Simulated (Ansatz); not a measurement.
# F2H2OSi (built from SMILES O[SiH](F)F): Born-Oppenheimer dynamics

The task is to watch the atoms for 30 steps of 0.75 fs, started with velocities for 500 K and run with a Langevin thermostat, and see to which side of the barrier the system falls.

Program: Ansatz 0.2.0, Gaussian basis. Level of theory: PBE0-D4/def2-SVP. These are calculated values, not measurements.

### 1 The system as given

The start, a first-order saddle point found at PBE0-D4 in triple zeta: 6 atoms, charge 0, spin multiplicity 1.

Atoms are counted from 1 here; the program's logs count them from 0.

Bond lengths: Si1–O3 1.535 Å, Si1–H4 1.627 Å, Si1–F5 1.566 Å, Si1–F6 1.566 Å. Angles: O3–Si1–H4 57.6°, O3–Si1–F5 124.9°, O3–Si1–F6 124.9°, H4–Si1–F5 117.8°, H4–Si1–F6 117.8°, F5–Si1–F6 105.9°.

As a file:

```xyz
6
charge 0, multiplicity 1
Si    0.1154    0.0139    0.4141
H    -0.6790    0.1589   -1.1068
O     1.2757   -0.7234   -0.2677
H     0.1382   -0.2874   -1.1841
F     0.1521    1.5103    0.8747
F    -1.0026   -0.6722    1.2698
```

### 2 Dynamics

md/in.yaml reads:

```yaml
crystal:
  periodic: [false, false, false]
  atoms:
    - {symbol: Si, position_ang: [0.115398, 0.013884, 0.414090]}
    - {symbol: H, position_ang: [-0.678952, 0.158858, -1.106782]}
    - {symbol: O, position_ang: [1.275729, -0.723381, -0.267679]}
    - {symbol: H, position_ang: [0.138219, -0.287450, -1.184147]}
    - {symbol: F, position_ang: [0.152073, 1.510269, 0.874746]}
    - {symbol: F, position_ang: [-1.002567, -0.672180, 1.269772]}
basis:
  gaussian: {orbitals: def2-SVP}
hamiltonian: {xc: pbe0, dispersion: d4}
md: {n_steps: 30, timestep: 0.75, temperature: 500, ensemble: nvt_langevin, seed: 585, friction: 0.05, initial_velocities: maxwell_boltzmann}
```

Run with:

```sh
ansatz run in.yaml --threads 2 --pin off --events-out ev --progress --plain --max-ram 4352MiB
```

Q: Predict the outcome of this session. Wanted: temperature at the start; mean temperature, second half; lowest and highest potential energy, from the first frame; largest change of potential + kinetic; bonds lost by distance.

The runs gave:

```
                                                 quantity              value
                                                   length  30 steps, 22.5 fs
                                 temperature at the start              417 K
                            mean temperature, second half             1787 K
lowest and highest potential energy, from the first frame  -2030 and 136 meV
                    largest change of potential + kinetic          560.0 meV
                                   bonds lost by distance             Si1–H4
```

**Reading.** By the last frame it has moved back towards the start side of the step. The system runs downhill by 2.03 eV, and that energy turns into motion. The thermostat trades energy with the molecule, so the sum of potential and kinetic energy isn't conserved: it changes by -560 meV over the run. The mean temperature of the second half is still well above the 500 K set. With 6 atoms the instant temperature spans 196 to 2702 K. Under Langevin the temperature counts 3N degrees of freedom, more than the drawn velocities fill, so it starts at 417 K, not 500 K.
